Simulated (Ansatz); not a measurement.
# H5O3ScSi: up Jacob's ladder to CCSD(T)

One table from this session's results is given with a row withheld; the runs are named, their logs left out.

Program: Ansatz 0.2.0, Gaussian basis. Level of theory: functionals in def2-TZVPP, the program's frozen cores in correlated methods. These are calculated values, not measurements.

Levels to be run: LDA (SPW92), PBE-D4, revPBE-D4, BLYP-D4, r2SCAN-D4, B97M-V, PBE0-D4, B3LYP-D4, r2SCANh-D4, r2SCAN0-D4, HSE06-D4, BHLYP-D4, CAM-B3LYP-D4, LC-ωPBE, ωB97X-V, ωB97M-V, B2PLYP, PBE-QIDH; CCSD(T)/def2-SVP; CCSD(T)/def2-TZVPP; MP2/def2-QZVPP; extrapolation to the limit; RPA on PBE.

**Structure used throughout**

An earlier PBE0-D4 in a triple-zeta def2 set relaxation fixed the geometry.

SMILES `[OH][Sc]([OH])[O][SiH3]`, 10 atoms, charge 0, spin multiplicity 1.

Atoms are counted from 1 here; the program's logs count them from 0.

Bond lengths: O1–Sc2 1.863 Å, O1–H6 0.952 Å, Sc2–O3 1.863 Å, Sc2–O4 1.903 Å, O3–H7 0.952 Å, O4–Si5 1.623 Å, Si5–H8 1.490 Å, Si5–H9 1.490 Å, Si5–H10 1.490 Å. Angles: Sc2–O1–H6 177.0°, O1–Sc2–O3 122.0°, O1–Sc2–O4 119.0°, O3–Sc2–O4 119.0°, Sc2–O3–H7 176.5°, Sc2–O4–Si5 179.7°, O4–Si5–H8 110.7°, O4–Si5–H9 110.9°, O4–Si5–H10 111.1°, H8–Si5–H9 108.1°, H8–Si5–H10 108.0°, H9–Si5–H10 108.0°.

Set-up of the first run:

The input, in.yaml:

```yaml
crystal:
  periodic: [false, false, false]
  atoms:
    - {symbol: O, position_ang: [-2.364699, -1.368798, -0.169116]}
    - {symbol: Sc, position_ang: [-0.525695, -1.183848, 0.065884]}
    - {symbol: O, position_ang: [0.578336, -2.647271, 0.399700]}
    - {symbol: O, position_ang: [0.247938, 0.551518, -0.037189]}
    - {symbol: Si, position_ang: [0.905051, 2.033857, -0.117284]}
    - {symbol: H, position_ang: [-3.298993, -1.511862, -0.281633]}
    - {symbol: H, position_ang: [1.095928, -3.428465, 0.566660]}
    - {symbol: H, position_ang: [1.292588, 2.511614, 1.240263]}
    - {symbol: H, position_ang: [2.125662, 2.027702, -0.972406]}
    - {symbol: H, position_ang: [-0.056106, 3.015562, -0.694869]}
basis:
  gaussian: {orbitals: def2-TZVPP}
hamiltonian: {xc: lda}
output: {orbitals: {seedname: orbitals}}
```

Among the steps run: LDA; PBE-D4 (GGA); revPBE-D4 (GGA); BLYP-D4 (GGA); r2SCAN-D4 (meta-GGA); B97M-V (meta-GGA); PBE0-D4 (hybrid); B3LYP-D4 (hybrid); r2SCANh-D4 (hybrid); r2SCAN0-D4 (hybrid); HSE06-D4 (hybrid); BHLYP-D4 (hybrid); CAM-B3LYP-D4 (range-separated); LC-ωPBE (range-separated); ωB97X-V (range-separated); ωB97M-V (range-separated); B2PLYP (double hybrid); PBE-QIDH (double hybrid).

One table of the session follows, with a row left open; its other results are not shown here.

It belongs to the step «Frontier levels by functional». 

| functional | HOMO (eV) | LUMO (eV) | gap (eV) |
| --- | --- | --- | --- |
| LDA (SPW92) | -6.83 | -2.81 | 4.01 |
| PBE-D4 | -6.69 | -2.61 | 4.08 |
| revPBE-D4 | -6.63 | -2.47 | 4.15 |
| BLYP-D4 | -6.60 | -2.63 | 3.97 |
| r2SCAN-D4 | -7.03 | -2.26 | 4.77 |
| B97M-V | -7.13 | -2.48 | 4.65 |
| PBE0-D4 | -8.16 | -1.67 | 6.49 |
| B3LYP-D4 | -7.95 | -2.06 | 5.89 |
| r2SCANh-D4 | -7.58 | -1.92 | 5.66 |
| r2SCAN0-D4 | -8.40 | -1.44 | 6.96 |
| HSE06-D4 | -7.76 | -2.05 | 5.71 |
| BHLYP-D4 | -9.57 | -1.00 | 8.58 |
| CAM-B3LYP-D4 | -9.60 | -0.89 | 8.71 |
| LC-ωPBE | -10.93 | 0.40 | 11.33 |
| ωB97X-V | -10.60 | 0.20 | 10.80 |
| ωB97M-V | ? | ? | ? |

Estimate the missing values for ωB97M-V.

**Answer.** HOMO (eV): -10.49; LUMO (eV): -0.22; gap (eV): 10.27. In the column «HOMO (eV)» it lies between ωB97X-V (-10.60) and CAM-B3LYP-D4 (-9.60).
